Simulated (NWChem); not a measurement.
# CH4ClGe (SMILES [CH3][GeH][Cl]) at 4 levels

Wanted: a comparison of 4 runs (UHF/def2-SVP, UB3LYP/def2-SVP, UPBE0/def2-SVP, UMP2/def2-SVP) of CH4ClGe. 

The calculation is run with NWChem 7.3.0.

## (1) Starting point

CH4ClGe has 7 atoms, charge 0, and is taken as a doublet. As SMILES, `[CH3][GeH][Cl]`. The coordinates come from a PBE0-D4/def2-TZVP relaxation.

Bond lengths: C1–Ge2 1.957 Å, Ge2–Cl3 2.169 Å, C1–H4 1.092 Å, C1–H5 1.089 Å, C1–H6 1.091 Å, Ge2–H7 1.553 Å. Angles: C1–Ge2–Cl3 107.0°, C1–Ge2–H7 112.6°, Cl3–Ge2–H7 105.6°, Ge2–C1–H4 108.6°, Ge2–C1–H5 110.0°, Ge2–C1–H6 109.8°, H4–C1–H5 109.4°, H4–C1–H6 109.5°, H5–C1–H6 109.6°.

## (2) Energy and gradient at UHF/def2-SVP (run 1)

File work.xyz:

```xyz
7
CH4ClGe
C     -0.733100     0.438400    -0.261900
Ge     0.705400    -0.885500    -0.183100
Cl     1.017000    -1.361700     1.909500
H     -0.433400     1.314500     0.317300
H     -1.646200     0.021400     0.160800
H     -0.909900     0.729400    -1.298200
H      2.061400    -0.324500    -0.690100
```

File run.py:

```python
from ase.io import read
from ase.calculators.nwchem import NWChem

molecule = read('work.xyz')

calc = NWChem(
    label='work',
    theory='scf',
    memory='2200 mb',
    basis='def2-SVP',
    basispar='spherical bse',
    scf={'nopen': '1', 'uhf': None, 'thresh': '1e-08', 'maxiter': '80'},
)
molecule.calc = calc

forces = molecule.get_forces()
print("Total energy (eV):", round(molecule.get_potential_energy(), 6))
print("forces (eV/A):")
for s, f in zip(molecule.symbols, forces):
    print(f"{s:2s} {f[0]:10.5f} {f[1]:10.5f} {f[2]:10.5f}")
```

Launch:

```bash
$ export ASE_NWCHEM_COMMAND="nwchem PREFIX.nwi > PREFIX.nwo"
$ python run.py
```

Standard output:

```text
Total energy (eV): -70059.656783
forces (eV/A):
C     0.06870   -0.01332   -0.03656
Ge    0.25444    0.13519   -0.27922
Cl    0.03594   -0.11189    0.31013
H    -0.06664   -0.00612   -0.03327
H    -0.02237    0.04355   -0.01013
H    -0.04643    0.03975    0.02813
H    -0.22363   -0.08716    0.02098
```

The calculator wrote work.nwi:

```
title "work"

permanent_dir work

scratch_dir work

start work

geometry units angstrom nocenter noautosym noautoz
  C  -7.3309999999999997e-01 4.3840000000000001e-01 -2.6190000000000002e-01
  Ge 7.0540000000000003e-01 -8.8549999999999995e-01 -1.8310000000000001e-01
  Cl 1.0169999999999999e+00 -1.3616999999999999e+00 1.9095000000000000e+00
  H  -4.3340000000000001e-01 1.3145000000000000e+00 3.1730000000000003e-01
  H  -1.6462000000000001e+00 2.1399999999999999e-02 1.6080000000000000e-01
  H  -9.0990000000000004e-01 7.2940000000000005e-01 -1.2982000000000000e+00
  H  2.0613999999999999e+00 -3.2450000000000001e-01 -6.9010000000000005e-01
end

memory 2200 mb

basis spherical bse noprint
   * library def2-SVP
end

scf
  nopen 1
  uhf
  thresh 1e-08
  maxiter 80
end

task scf gradient
```

work.nwo:

```text
Northwest Computational Chemistry Package (NWChem) 7.3.0
             --------------------------------------------------------

           Job information
           ---------------

    nwchem branch   = 7.3.0
    use scalapack   = T
    input           = work.nwi
    prefix          = work.
    data base       = work/work.db
    status          = startup
    nproc           =        1

           Memory information
           ------------------

    heap     =     72089596 doubles =      550.0 Mbytes
    stack    =     72089601 doubles =      550.0 Mbytes
    global   =    144179200 doubles =     1100.0 Mbytes (distinct from heap & stack)
    total    =    288358397 doubles =     2200.0 Mbytes
    verify   = yes
    hardfail = no

[... 40 lines left out ...]
            Nuclear Dipole moment (a.u.)
[... 87 lines left out ...]
 1-e energy   =   -4087.105560
[... 7 lines left out ...]
         Quadratically convergent UHF
[... 14 lines left out ...]
       Final UHF  results
[... 3 lines left out ...]
      One electron energy =  -4088.696155831940
[... 1 line left out ...]
 Nuclear repulsion energy =    253.359744581452
[... 52 lines left out ...]
          Final beta eigenvalues
[... 217 lines left out ...]
                     UHF Final Beta Molecular Orbital Analysis
[... 260 lines left out ...]
                 ----------------------------------------
                 |  Time  |  1-e(secs)   |  2-e(secs)   |
                 ----------------------------------------
                 |  CPU   |       0.01   |       9.15   |
                 ----------------------------------------
                 |  WALL  |       0.01   |       9.15   |
                 ----------------------------------------

 Task  times  cpu:       34.1s     wall:       34.1s
 Total times  cpu:       34.1s     wall:       34.1s
```

It took 36 s on 1 thread of Intel Xeon Platinum 8375C at 2.90GHz (Ice Lake), shared host; peak memory 0.1 GiB.

## (3) Energy and forces at UB3LYP/def2-SVP (run 2)

File calc.nw:

```
START calc
memory stack 880 mb heap 220 mb global 1100 mb
charge 0

GEOMETRY noautosym nocenter noautoz
 C    -0.733100    0.438400   -0.261900
 Ge    0.705400   -0.885500   -0.183100
 Cl    1.017000   -1.361700    1.909500
 H    -0.433400    1.314500    0.317300
 H    -1.646200    0.021400    0.160800
 H    -0.909900    0.729400   -1.298200
 H     2.061400   -0.324500   -0.690100
END

BASIS spherical bse
 * library def2-SVP
END

DFT
 xc b3lyp
 mult 2
 grid xfine
 convergence energy 1e-08
 iterations 100
 mulliken
END

TASK dft gradient
```

Launch:

```bash
$ nwchem calc.nw > calc.out
```

Standard output:

```text
[...]
          Wavefunction type:  spin polarized.
          No. of atoms     :     7
          No. of electrons :    59
[...]
          Charge           :     0
          Spin multiplicity:     2
[...]
          AO basis - number of functions:    84
[...]
              XC Information
              --------------
                         B3LYP Method XC Potential
                     Hartree-Fock (Exact) Exchange  0.200
                        Slater Exchange Functional  0.800 local
                    Becke 1988 Exchange Functional  0.720 non-local
              Lee-Yang-Parr Correlation Functional  0.810
                  VWN I RPA Correlation Functional  0.190 local
[...]
 d= 0,ls=0.0,diis     1  -2577.3027228701 -2.83D+03  6.70D-03  8.67D-02     7.8
[...]
 d= 0,ls=0.0,diis    10  -2577.3466197961 -3.48D-09  5.09D-07  1.02D-09    71.0
[...]
         Total DFT energy =    -2577.346619796102
      One electron energy =    -4088.286373510733
           Coulomb energy =     1371.868715135243
    Exchange-Corr. energy =     -114.288706002064
 Nuclear repulsion energy =      253.359744581452
[...]
      Total Density - Mulliken Population Analysis
     ---------------------------------------------
    Atom       Charge   Shell Charges
 -----------   ------   -------------------------------------------------------
    1 C    6     6.19   1.98  0.90  0.21  2.11  0.96  0.02
    2 Ge  32    31.65   2.00  2.00  1.99  1.28  0.20  6.00  5.97  1.24  0.81  8.09  1.82  0.26
    3 Cl  17    17.26   2.00  1.98  1.27  0.70  5.93  2.15  3.22  0.02
    4 H    1     0.94   0.73  0.18  0.03
    5 H    1     0.94   0.73  0.18  0.03
    6 H    1     0.95   0.74  0.19  0.03
    7 H    1     1.07   0.71  0.35  0.01
[...]
      <S2> =      0.7512 (Exact =     0.7500)
[...]
  wavefunction    = open shell
                         DFT ENERGY GRADIENTS
    atom               coordinates                        gradient
                 x          y          z           x          y          z
   1 C      -1.385358   0.828456  -0.494919   -0.000998  -0.000238   0.000536
   2 Ge      1.333013  -1.673352  -0.346009   -0.001015   0.004572   0.007251
   3 Cl      1.921851  -2.573240   3.608432   -0.001429   0.002282  -0.009226
   4 H      -0.819007   2.484045   0.599610   -0.001351  -0.005266  -0.003345
   5 H      -3.110867   0.040440   0.303868    0.005589   0.002276  -0.002489
   6 H      -1.719462   1.378366  -2.453242    0.001276  -0.001876   0.006029
   7 H       3.895481  -0.613216  -1.304100   -0.002072  -0.001751   0.001243
[...]
```

Run time: 91 s. Hardware: 1 thread of Intel Xeon Platinum 8375C at 2.90GHz (Ice Lake), shared host; peak memory 0.14 GiB.

Run 3 isn't shown in full; the table further down has it.

## (4) Energy and gradient at UMP2/def2-SVP (run 4)

File sp.nw:

```
start sp
memory 2200 mb

geometry noautosym nocenter noautoz
  C    -0.733100    0.438400   -0.261900
  Ge    0.705400   -0.885500   -0.183100
  Cl    1.017000   -1.361700    1.909500
  H    -0.433400    1.314500    0.317300
  H    -1.646200    0.021400    0.160800
  H    -0.909900    0.729400   -1.298200
  H     2.061400   -0.324500   -0.690100
end

basis spherical bse
  C library def2-SVP
  Ge library def2-SVP
  Cl library def2-SVP
  H library def2-SVP
end

scf
  nopen 1
  uhf
  thresh 1e-08
  maxiter 80
end

mp2
  freeze core 15
  tight
end

task mp2 gradient
```

Launch:

```bash
$ nwchem sp.nw > sp.out
```

Standard output:

```text
[...]
  functions       =    84
[...]
  wavefunction    = UHF
[...]
         Total SCF energy =  -2574.644919611543
      One electron energy =  -4088.696155831704
      Two electron energy =   1260.691491638710
 Nuclear repulsion energy =    253.359744581452
                       Sz =      0.5000
                 Sz(Sz+1) =      0.7500
                      S^2 =      0.7536
[...]
          Total MP2 energy         -2575.134618749608
[...]
                         mp2 ENERGY GRADIENTS
    atom               coordinates                        gradient
                 x          y          z           x          y          z
   1 C      -1.385358   0.828456  -0.494919   -0.005952   0.004539   0.000901
   2 Ge      1.333013  -1.673352  -0.346009   -0.004509  -0.003576   0.000010
   3 Cl      1.921851  -2.573240   3.608432    0.000208   0.000889  -0.000400
   4 H      -0.819007   2.484045   0.599610   -0.001107  -0.004013  -0.002620
   5 H      -3.110867   0.040440   0.303868    0.004701   0.002050  -0.002141
   6 H      -1.719462   1.378366  -2.453242    0.001284  -0.001780   0.004898
   7 H       3.895481  -0.613216  -1.304100    0.005375   0.001892  -0.000647
[...]
```

Wall time 73 s (1 thread of Intel Xeon Platinum 8375C at 2.90GHz (Ice Lake), shared host); peak memory 0.25 GiB.

## (5) All runs side by side

```tsv
run	level	iteration cap	module	energy (Eh)	dipole moment (D)	HOMO energy (eV)	LUMO energy (eV)	wall time
1	UHF/def2-SVP	80	scf	-2574.644920	2.60	-9.06	0.91	36 s
2	UB3LYP/def2-SVP	100	dft	-2577.346620	2.22	-5.86	-3.22	91 s
3	UPBE0/def2-SVP	100	dft	-2576.823890	2.33	-6.18	-2.86	75 s
4	UMP2/def2-SVP	80	mp2	-2575.134619	2.23	-9.06	0.91	73 s
```

## (6) What came out

```
                                                         quantity           value
                                              run 4: total energy  -2575.13462 Eh
   run 4: dipole moment (of the density that the program reports)          2.23 D
run 4: HOMO energy (Hartree–Fock orbitals) (highest over α and β)        -9.06 eV
 run 4: LUMO energy (Hartree–Fock orbitals) (lowest over α and β)         0.91 eV
              run 4: correlation energy (15 core orbitals frozen)      -489.7 mEh
                         run 4: ⟨S²⟩ of the reference determinant           0.754
                                  run 4: largest force on an atom      0.388 eV/Å
```

What this shows: The dipole moment (its size) runs from 2.22 D (UB3LYP/def2-SVP) to 2.60 D (UHF/def2-SVP). Totals of different functionals can't be ranked against each other. All runs together took 4.6 min, the longest 91 s.
